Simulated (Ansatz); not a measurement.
# CH8BNSi: the cost of one run

Program: Ansatz 0.2.0, Gaussian basis. Level of theory: the settings change from run to run. These are calculated values, not measurements.

## (1) The relaxed structure

An earlier PBE0-D4 in a triple-zeta def2 set relaxation fixed the geometry.

12 atoms, charge 0, spin multiplicity 1.

Atoms are counted from 1 here; the program's logs count them from 0.

Bond lengths: B1–Si2 2.009 Å, B1–H5 1.197 Å, B1–H6 1.197 Å, Si2–C3 1.887 Å, Si2–H7 1.491 Å, Si2–H8 1.500 Å, C3–N4 1.457 Å, C3–H9 1.103 Å, C3–H10 1.096 Å, N4–H11 1.012 Å, N4–H12 1.012 Å. Angles: Si2–B1–H5 123.2°, Si2–B1–H6 119.9°, H5–B1–H6 116.9°, B1–Si2–C3 114.5°, B1–Si2–H7 110.7°, B1–Si2–H8 106.1°, C3–Si2–H7 110.3°, C3–Si2–H8 108.3°, H7–Si2–H8 106.7°, Si2–C3–N4 111.4°, Si2–C3–H9 108.3°, Si2–C3–H10 107.1°, N4–C3–H9 114.9°, N4–C3–H10 108.8°, H9–C3–H10 106.0°, C3–N4–H11 111.4°, C3–N4–H12 111.0°, H11–N4–H12 107.2°.

## (2) wB97X-V/aug-cc-pVDZ

Set apart from the defaults: charge +1, multiplicity 2, density fitting with cc-pVTZ-jkfit, finite nuclei.

in.yaml

```yaml
crystal:
  periodic: [false, false, false]
  atoms:
    - {symbol: B, position_ang: [-0.945068, 2.181468, 0.010142]}
    - {symbol: Si, position_ang: [-0.595317, 0.281954, 0.563051]}
    - {symbol: C, position_ang: [0.822019, -0.553798, -0.360803]}
    - {symbol: N, position_ang: [0.953428, -1.953350, 0.020619]}
    - {symbol: H, position_ang: [-0.415382, 2.697857, -0.931106]}
    - {symbol: H, position_ang: [-1.734095, 2.844401, 0.618455]}
    - {symbol: H, position_ang: [-0.375552, 0.194773, 2.035422]}
    - {symbol: H, position_ang: [-1.856898, -0.474036, 0.270669]}
    - {symbol: H, position_ang: [0.683536, -0.377637, -1.440660]}
    - {symbol: H, position_ang: [1.741683, -0.025191, -0.084748]}
    - {symbol: H, position_ang: [1.697395, -2.408031, -0.493957]}
    - {symbol: H, position_ang: [0.101251, -2.463511, -0.172783]}
basis:
  gaussian: {orbitals: aug-cc-pVDZ, fitting: {mean_field: cc-pVTZ-jkfit}, nuclear_model: gaussian}
total_charge: 1
magnetization: {spin_polarized: true, initial_magnetization: 1}
hamiltonian: {xc: {name: wB97X-V}}
```

Launch:

```console
> ansatz run in.yaml --threads 2 --pin off --events-out ev --progress --plain --max-ram 4352MiB
```

What time and memory should one allow on 2 threads of Arm Neoverse V1, shared host?

About 26 s, with a peak of 0.61 GiB.
